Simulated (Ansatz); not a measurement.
# C2Cl4F2: taking an electron away

How much energy removes an electron from C2Cl4F2 at fixed geometry? The cation is run at each level and the neutral's energy taken from earlier runs.

The runs use Ansatz 0.2.0, Gaussian basis; unrestricted cation, the program's frozen cores in correlated methods.

Levels to be run: UKS PBE-D4/def2-TZVPP; UKS r2SCAN-D4/def2-TZVPP; UKS PBE0-D4/def2-TZVPP; UKS B3LYP-D4/def2-TZVPP; UKS wB97X-V/def2-TZVPP; UKS wB97M-V/def2-TZVPP; UKS B2PLYP/def2-TZVPP; UHF-CCSD(T)/def2-TZVPP; UHF-MP2/def2-QZVPP; extrapolation to the limit; then −ε(HOMO) from the neutral's earlier runs with LDA (SPW92), PBE-D4, revPBE-D4, BLYP-D4, r2SCAN-D4, B97M-V, PBE0-D4, B3LYP-D4, r2SCANh-D4, r2SCAN0-D4, HSE06-D4, BHLYP-D4, CAM-B3LYP-D4, LC-ωPBE, ωB97X-V, ωB97M-V.

## (1) Structure used throughout

An earlier PBE0-D4 in a triple-zeta def2 set relaxation fixed the geometry.

SMILES `FC(F)(Cl)C(Cl)(Cl)Cl`, 8 atoms, charge 0, spin multiplicity 1.

Atoms are counted from 1 here; the program's logs count them from 0.

Bond lengths: F1–C2 1.330 Å, C2–F3 1.330 Å, C2–Cl4 1.758 Å, C2–C5 1.564 Å, C5–Cl6 1.764 Å, C5–Cl7 1.756 Å, C5–Cl8 1.756 Å. Angles: F1–C2–F3 108.1°, F1–C2–Cl4 109.2°, F1–C2–C5 109.1°, F3–C2–Cl4 109.2°, F3–C2–C5 109.1°, Cl4–C2–C5 112.1°, C2–C5–Cl6 107.6°, C2–C5–Cl7 109.4°, C2–C5–Cl8 109.4°, Cl6–C5–Cl7 109.9°, Cl6–C5–Cl8 109.9°, Cl7–C5–Cl8 110.7°.

## (2) Cation, UKS PBE-D4/def2-TZVPP

in.yaml reads:

```yaml
crystal:
  periodic: [false, false, false]
  atoms:
    - {symbol: F, position_ang: [1.729028, -0.364995, 0.187291]}
    - {symbol: C, position_ang: [0.624477, -0.082752, -0.498440]}
    - {symbol: F, position_ang: [0.833021, 1.046796, -1.169671]}
    - {symbol: Cl, position_ang: [0.305498, -1.381429, -1.638968]}
    - {symbol: C, position_ang: [-0.559346, 0.127457, 0.501945]}
    - {symbol: Cl, position_ang: [-0.114553, 1.448438, 1.582603]}
    - {symbol: Cl, position_ang: [-2.010304, 0.550583, -0.392939]}
    - {symbol: Cl, position_ang: [-0.807821, -1.344108, 1.428168]}
basis:
  gaussian: {orbitals: def2-TZVPP}
total_charge: 1
magnetization: {spin_polarized: true, initial_magnetization: 1}
hamiltonian: {xc: pbe, dispersion: d4}
```

Run with:

```bash
> ansatz run in.yaml --threads 2 --pin off --events-out ev --progress --plain --max-ram 32768MiB --backend cuda --devices 0, --max-vram 18GiB
```

The log of the run:

```text
Functional definition: PBE
  name "PBE"
  cite "Perdew, Burke & Ernzerhof, Phys. Rev. Lett. 77, 3865 (1996) doi:10.1103/PhysRevLett.77.3865"
  parent pbe
  parameter kappa = 0.804
  parameter beta = 0.06672455060314922
  exchange = pbe_x(kappa = kappa, mu = beta*pi^2/3)
  correlation = pbe_c(beta = beta)
1848 factors; their error is unknown
mean field evaluation 1: about -57553.2878 eV, gradient 5.4e1 eV
mean field evaluation 2: about -57493.9206 eV, gradient 1.3e2 eV
mean field evaluation 4: about -57561.0947 eV, gradient 2.3e1 eV
mean field evaluation 8: about -57564.0518 eV, gradient 5.8e0 eV
mean field evaluation 16: about -57564.3017 eV, gradient 3.7e-2 eV
mean field evaluation 32: about -57564.3018 eV, gradient 3.2e-4 eV
mean field evaluation 64: about -57564.1193 eV, gradient 8.8e-4 eV
mean field evaluation 96: about -57564.2062 eV, gradient 3.0e0 eV
mean field evaluation 128: about -57564.3018 eV, gradient 4.4e-6 eV
mean field -57564.30175155 eV, -2115.4490708844 hartree, gradient 4.4e-6 eV, S^2 0.751227; 12 other end points of the search recorded, 0 dependent functions left out
reference -57564.30178472 eV, -2115.4490721032 hartree; 49, 48 occupied and 243, 244 virtual orbitals, 1848 factors
Total energy: -57564.65678490 eV, -2115.4621181192 hartree
```

Run time: 28 s. Hardware: 1 × H100 (card shared with other runs) with 2 threads of AMD EPYC 7R13, shared host; peak host memory 0.95 GiB.

The neutral molecule at this level: -57575.1038 eV. Difference: 10.447 eV. ⟨S²⟩ = 0.751.

## (3) Cation, UKS r2SCAN-D4/def2-TZVPP

in.yaml, as its differences from that of step 2:

```diff
@@ -15,2 +15,2 @@
 magnetization: {spin_polarized: true, initial_magnetization: 1}
-hamiltonian: {xc: pbe, dispersion: d4}
+hamiltonian: {xc: r2scan, dispersion: d4}
```

Launched as before.

The log of the run, cut to the lines that bear on the results:

```text
Functional definition: r2SCAN
  name "r2SCAN"
  cite "Furness, Kaplan, Ning, Perdew & Sun, J. Phys. Chem. Lett. 11, 8208 (2020) doi:10.1021/acs.jpclett.0c02405"
  cite "Furness, Kaplan, Ning, Perdew & Sun, J. Phys. Chem. Lett. 11, 9248 (2020) doi:10.1021/acs.jpclett.0c03077"
  parent r2scan
[...]
1848 factors; their error is unknown
[...]
mean field -57585.25528642 eV, -2116.2190990878 hartree, gradient 2.4e-6 eV, S^2 0.752340; 12 other end points of the search recorded, 0 dependent functions left out
reference -57585.25529613 eV, -2116.2190994449 hartree; 49, 48 occupied and 243, 244 virtual orbitals, 1848 factors
Total energy: -57585.33882053 eV, -2116.2221689100 hartree
```

It took 29 s on 1 × H100 (card shared with other runs) with 2 threads of AMD EPYC 7R13, shared host; peak host memory 1 GiB.

Less the neutral's -57596.1035 eV (earlier run), this gives 10.765 eV. ⟨S²⟩ = 0.752.

## (4) Cation, UKS PBE0-D4/def2-TZVPP

in.yaml, as its differences from that of step 3:

```diff
@@ -15,2 +15,2 @@
 magnetization: {spin_polarized: true, initial_magnetization: 1}
-hamiltonian: {xc: r2scan, dispersion: d4}
+hamiltonian: {xc: pbe0, dispersion: d4}
```

Same command.

The log of the run, cut to the lines that bear on the results:

```text
Functional definition: PBE0
  name "PBE0"
  cite "Adamo & Barone, J. Chem. Phys. 110, 6158 (1999) doi:10.1063/1.478522"
  cite "Perdew, Burke & Ernzerhof, Phys. Rev. Lett. 77, 3865 (1996) doi:10.1103/PhysRevLett.77.3865"
  parent pbe
[...]
1972 factors; their error is unknown
[...]
mean field -57567.47750760 eV, -2115.5657777664 hartree, gradient 4.2e-6 eV, S^2 0.753763; 8 other end points of the search recorded, 0 dependent functions left out
reference -57567.47753230 eV, -2115.5657786742 hartree; 49, 48 occupied and 243, 244 virtual orbitals, 1972 factors
Total energy: -57567.77919982 eV, -2115.5768647512 hartree
```

It took 32 s on 1 × H100 (card shared with other runs) with 2 threads of AMD EPYC 7R13, shared host; peak host memory 0.97 GiB.

Less the neutral's -57578.9129 eV (earlier run), this gives 11.134 eV. ⟨S²⟩ = 0.754.

## (5) Cation, UKS B3LYP-D4/def2-TZVPP

in.yaml, as its differences from that of step 4:

```diff
@@ -15,2 +15,2 @@
 magnetization: {spin_polarized: true, initial_magnetization: 1}
-hamiltonian: {xc: pbe0, dispersion: d4}
+hamiltonian: {xc: {name: B3LYP}, dispersion: d4}
```

Same command.

The log of the run, cut to the lines that bear on the results:

```text
Functional definition: B3LYP
  name "B3LYP"
  cite "Stephens, Devlin, Chabalowski & Frisch, J. Phys. Chem. 98, 11623 (1994) doi:10.1021/j100096a001"
  cite "Becke, Phys. Rev. A 38, 3098 (1988) doi:10.1103/PhysRevA.38.3098"
  cite "Lee, Yang & Parr, Phys. Rev. B 37, 785 (1988) doi:10.1103/PhysRevB.37.785"
  cite "Vosko, Wilk & Nusair, Can. J. Phys. 58, 1200 (1980) doi:10.1139/p80-159"
[...]
1924 factors; their error is unknown
[...]
mean field -57592.67636856 eV, -2116.4918188265 hartree, gradient 3.0e-6 eV, S^2 0.753015; 9 other end points of the search recorded, 0 dependent functions left out
reference -57592.67663166 eV, -2116.4918284954 hartree; 49, 48 occupied and 243, 244 virtual orbitals, 1924 factors
Total energy: -57593.25802949 eV, -2116.5131944713 hartree
```

Wall time 36 s (1 × H100 (card shared with other runs) with 2 threads of AMD EPYC 7R13, shared host); peak host memory 0.97 GiB.

The neutral molecule at this level: -57604.2835 eV. Difference: 11.026 eV. ⟨S²⟩ = 0.753.

## (6) Cation, UKS wB97X-V/def2-TZVPP

in.yaml, as its differences from that of step 5:

```diff
@@ -15,2 +15,2 @@
 magnetization: {spin_polarized: true, initial_magnetization: 1}
-hamiltonian: {xc: {name: B3LYP}, dispersion: d4}
+hamiltonian: {xc: {name: wB97X-V}}
```

The command is unchanged.

The log of the run, cut to the lines that bear on the results:

```text
Functional definition: wB97X-V
  name "wB97X-V"
  cite "Mardirossian & Head-Gordon, Phys. Chem. Chem. Phys. 16, 9904 (2014) doi:10.1039/C3CP54374A"
  cite "Becke, J. Chem. Phys. 107, 8554 (1997) doi:10.1063/1.475007"
  cite "Vydrov & Van Voorhis, J. Chem. Phys. 133, 244103 (2010) doi:10.1063/1.3521275"
[...]
      + integral(e_c_pw_opposite_spin*poly(b97_u_opposite, cos0, cos1)) + vv10(b, c)
1912 factors; their error is unknown
290 factors; integrals over basis functions are off by at most 1.9e-5 eV
[...]
mean field -57581.17330756 eV, -2116.0690891319 hartree, gradient 7.2e-6 eV, S^2 0.756452; 4 other end points of the search recorded, 0 dependent functions left out
reference -57581.17330598 eV, -2116.0690890735 hartree; 49, 48 occupied and 243, 244 virtual orbitals, 1912 factors
Total energy: -57581.17330598 eV, -2116.0690890735 hartree
```

Run time: 16 s. Hardware: 1 × H100 (card shared with other runs) with 2 threads of AMD EPYC 7R13, shared host; peak host memory 1.1 GiB.

Less the neutral's -57592.8353 eV (earlier run), this gives 11.662 eV. ⟨S²⟩ = 0.756.

## (7) Cation, UKS wB97M-V/def2-TZVPP

in.yaml, as its differences from that of step 6:

```diff
@@ -15,2 +15,2 @@
 magnetization: {spin_polarized: true, initial_magnetization: 1}
-hamiltonian: {xc: {name: wB97X-V}}
+hamiltonian: {xc: {name: wB97M-V}}
```

Launched as before.

The log of the run, cut to the lines that bear on the results:

```text
Functional definition: wB97M-V
  name "wB97M-V"
  cite "Mardirossian & Head-Gordon, J. Chem. Phys. 144, 214110 (2016) doi:10.1063/1.4952647"
  cite "Becke, J. Chem. Phys. 107, 8554 (1997) doi:10.1063/1.475007"
  cite "Vydrov & Van Voorhis, J. Chem. Phys. 133, 244103 (2010) doi:10.1063/1.3521275"
  # Of w^i u^j: cxij and so on, Table III.
[...]
  gx(w, u) = 1 - cx + cx01*u + cx10*w
  gss(w, u) = css00 + css04*u^4 + css10*w + css20*w^2 + css43*w^4*u^3
  gos(w, u) = cos00 + cos10*w + (cos20 + cos21*u)*w^2 + (cos60 + cos61*u)*w^6
[...]
      + integral(e_c_pw_mod_opposite_spin*gos(b97_w_opposite, b97_u_opposite)) + vv10(b, c)
1912 factors; their error is unknown
290 factors; integrals over basis functions are off by at most 1.9e-5 eV
[...]
mean field -57586.99046137 eV, -2116.2828655914 hartree, gradient 9.2e-6 eV, S^2 0.754573; 4 other end points of the search recorded, 0 dependent functions left out
reference -57586.99049985 eV, -2116.2828670054 hartree; 49, 48 occupied and 243, 244 virtual orbitals, 1912 factors
Total energy: -57586.99049985 eV, -2116.2828670054 hartree
```

It took 19 s on 1 × H100 (card shared with other runs) with 2 threads of AMD EPYC 7R13, shared host; peak host memory 1.1 GiB.

The neutral molecule at this level: -57598.5363 eV. Difference: 11.546 eV. ⟨S²⟩ = 0.755.

## (8) Cation, UKS B2PLYP (frozen core)/def2-TZVPP

in.yaml, as its differences from that of step 7:

```diff
@@ -15,2 +15,2 @@
 magnetization: {spin_polarized: true, initial_magnetization: 1}
-hamiltonian: {xc: {name: wB97M-V}}
+hamiltonian: {xc: {name: B2PLYP}}
```

Same command.

The log of the run, cut to the lines that bear on the results:

```text
Functional definition: B2PLYP
  name "B2PLYP"
  cite "Grimme, J. Chem. Phys. 124, 034108 (2006) doi:10.1063/1.2148954"
  cite "Becke, Phys. Rev. A 38, 3098 (1988) doi:10.1103/PhysRevA.38.3098"
  cite "Lee, Yang & Parr, Phys. Rev. B 37, 785 (1988) doi:10.1103/PhysRevB.37.785"
[...]
1835 factors; integrals over basis functions are off by at most 8.5e-4 eV
[...]
mean field -57558.28010701 eV, -2115.2277795293 hartree, gradient 7.3e-6 eV, S^2 0.760273; 6 other end points of the search recorded, 0 dependent functions left out
24 core orbitals not correlated: weight in the atoms' cores, before any rotation towards them, 1.000 or more for the frozen orbitals, at most 0.000 for the correlated occupied ones
reference -57558.28027411 eV, -2115.2277856699 hartree; 25, 24 occupied and 243, 244 virtual orbitals, 1835 factors
second order -52.55861334 eV of doubles, -0.00000000 eV of singles
Total energy: -57572.47109971 eV, -2115.7492888919 hartree
```

Wall time 27 s (1 × H100 (card shared with other runs) with 2 threads of AMD EPYC 7R13, shared host); peak host memory 1.4 GiB.

Less the neutral's -57583.7250 eV (earlier run), this gives 11.254 eV. ⟨S²⟩ = 0.760.

## (9) Cation, UHF-CCSD(T)/def2-TZVPP

in.yaml, as its differences from that of step 8:

```diff
@@ -15,2 +15,3 @@
 magnetization: {spin_polarized: true, initial_magnetization: 1}
-hamiltonian: {xc: {name: B2PLYP}}
+correlation: {method: ccsd_t}
+scf: {omitted_lower_state_checks: [cluster_reference]}
```

Same command.

The log of the run, cut to the lines that bear on the results:

```text
Functional definition: HF
  name "HF"
  cite "Fock, Z. Phys. 61, 126 (1930) doi:10.1007/BF01340294"
  parent pbe
[...]
1835 factors; integrals over basis functions are off by at most 8.5e-4 eV
[...]
mean field -57479.35736530 eV, -2112.3274222670 hartree, gradient 4.7e-6 eV, S^2 0.764314; 19 other end points of the search recorded, 0 dependent functions left out
24 core orbitals not correlated: weight in the atoms' cores, before any rotation towards them, 1.000 or more for the frozen orbitals, at most 0.000 for the correlated occupied ones
reference -57479.35736530 eV, -2112.3274222670 hartree; 25, 24 occupied and 243, 244 virtual orbitals, 1835 factors
second order -42.05279190 eV of doubles, -0.00000000 eV of singles
cycle   1  -42.38369825 eV  change   -3.3e-1 eV  update   1.6e-1
[...]
cycle  24  -43.83597148 eV  change    2.7e-6 eV  update   9.9e-6
perturbative correction -2.06968913 eV, -0.0760596728 hartree
Total energy: -57525.26302592 eV, -2114.0144241787 hartree
Checks for a lower state left out: cluster_reference
```

Wall time 1.8 min (1 × H100 (card shared with other runs) with 2 threads of AMD EPYC 7R13, shared host); peak host memory 1.3 GiB.

The neutral molecule at this level: -57536.8512 eV. Difference: 11.588 eV. ⟨S²⟩ = 0.764. T1 = 0.047 (report).

## (10) Cation, UHF-MP2/def2-QZVPP

in.yaml, as its differences from that of step 9:

```diff
@@ -12,6 +12,6 @@
 basis:
-  gaussian: {orbitals: def2-TZVPP}
+  gaussian: {orbitals: "def2-QZVPP.json"}
 total_charge: 1
 magnetization: {spin_polarized: true, initial_magnetization: 1}
-correlation: {method: ccsd_t}
+correlation: {method: mp2}
 scf: {omitted_lower_state_checks: [cluster_reference]}
```

Launched as before.

The log of the run, cut to the lines that bear on the results:

```text
Functional definition: HF
  name "HF"
  cite "Fock, Z. Phys. 61, 126 (1930) doi:10.1007/BF01340294"
  parent pbe
[...]
3124 factors; integrals over basis functions are off by at most 6.7e-4 eV
[...]
mean field -57481.07162223 eV, -2112.3904200473 hartree, gradient 4.7e-6 eV, S^2 0.764706; 19 other end points of the search recorded, 0 dependent functions left out
24 core orbitals not correlated: weight in the atoms' cores, before any rotation towards them, 1.000 or more for the frozen orbitals, at most 0.000 for the correlated occupied ones
reference -57481.07162223 eV, -2112.3904200473 hartree; 25, 24 occupied and 459, 460 virtual orbitals, 3124 factors
second order -45.97798998 eV of doubles, -0.00000000 eV of singles
Total energy: -57527.04961221 eV, -2114.0800800141 hartree
Checks for a lower state left out: cluster_reference
```

Wall time 43 s (1 × H100 (card shared with other runs) with 2 threads of AMD EPYC 7R13, shared host); peak host memory 1.2 GiB.

Less the neutral's -57539.2619 eV (earlier run), this gives 12.212 eV. ⟨S²⟩ = 0.765.

## (11) From triple and quadruple zeta to the limit

This step is arithmetic on the last runs, with X = 3 and 4: exp(−7.88√X) for Hartree-Fock, X^−2.97 for correlation; only MP2 was run in the larger set, so CCSD(T) minus MP2 is added from the smaller one.

| level | energy at the limit (eV) |
| --- | --- |
| HF | -57481.3077 |
| MP2 | -57530.1933 |
| CCSD | -57531.9765 |
| CCSD(T) | -57534.0462 |

The neutral's limit, from its own earlier runs, is -57545.8551 eV in the additive form (MP2 limit plus CCSD(T) minus MP2 in triple zeta), in which the cation has -57534.0462 eV.

## (12) The ladder

Differences are taken before rounding.

| method | ionisation energy (eV) | from CCSD(T)/CBS (eV) | time |
| --- | --- | --- | --- |
| PBE-D4 | 10.45 | -1.36 | 33 s |
| r2SCAN-D4 | 10.76 | -1.04 | 34 s |
| PBE0-D4 | 11.13 | -0.68 | 37 s |
| B3LYP-D4 | 11.03 | -0.78 | 42 s |
| ωB97X-V | 11.66 | -0.15 | 24 s |
| ωB97M-V | 11.55 | -0.26 | 28 s |
| B2PLYP | 11.25 | -0.56 | 33 s |
| HF/def2-TZVPP | 11.13 | -0.68 |  |
| MP2/def2-TZVPP | 12.09 | +0.28 |  |
| CCSD/def2-TZVPP | 11.73 | -0.08 |  |
| CCSD(T)/def2-TZVPP | 11.59 | -0.22 | 2 min |
| CCSD(T)/CBS | 11.81 | 0 | 2.8 min |

Among the levels timed on like hardware and quicker than the yardstick, those that no quicker one beats, quickest first: ωB97X-V (24 s, -0.15 eV).

Times add the cation's run and the neutral's; HF, MP2 and CCSD come out of the CCSD(T) runs.

Orbital estimates, from the neutral's runs:

| functional | −ε(HOMO) (eV) | by energy difference (eV) |
| --- | --- | --- |
| LDA (SPW92) | 7.79 |  |
| PBE-D4 | 7.63 | 10.45 |
| revPBE-D4 | 7.58 |  |
| BLYP-D4 | 7.47 |  |
| r2SCAN-D4 | 8.02 | 10.76 |
| B97M-V | 8.13 |  |
| PBE0-D4 | 9.11 | 11.13 |
| B3LYP-D4 | 8.82 | 11.03 |
| r2SCANh-D4 | 8.56 |  |
| r2SCAN0-D4 | 9.36 |  |
| HSE06-D4 | 8.71 |  |
| BHLYP-D4 | 10.44 |  |
| CAM-B3LYP-D4 | 10.50 |  |
| LC-ωPBE | 11.97 |  |
| ωB97X-V | 11.57 | 11.66 |
| ωB97M-V | 11.38 | 11.55 |

## (13) Outcome

| quantity | value |
| --- | --- |
| ionisation energy, CCSD(T)/CBS | 11.81 eV |
| nearest functional by difference | ωB97X-V (-0.15 eV) |
| nearest −ε(HOMO) | LC-ωPBE (+0.16 eV) |
| −ε(HOMO) of PBE | 7.63 eV |
| T1 of the cation | 0.047 |

What this shows: Energy differences with functionals land within 1.36 eV of the reference. The PBE orbital energy is 4.2 eV too small: a semilocal HOMO is no ionisation energy. Among orbital estimates LC-ωPBE comes nearest. Hartree-Fock falls 0.68 eV short, as the neutral has more correlation energy than the cation. The cation's T1 (from the report) is 0.047, above the customary mark of 0.045 for open shells, so the coupled-cluster value is less safe. The cation may have settled in a state other than its lowest; no search over hole states beyond the program's own was made.

ωB97X-V reaches 0.15 eV from the reference in 24 s, where CCSD(T)/CBS took 2.8 min.
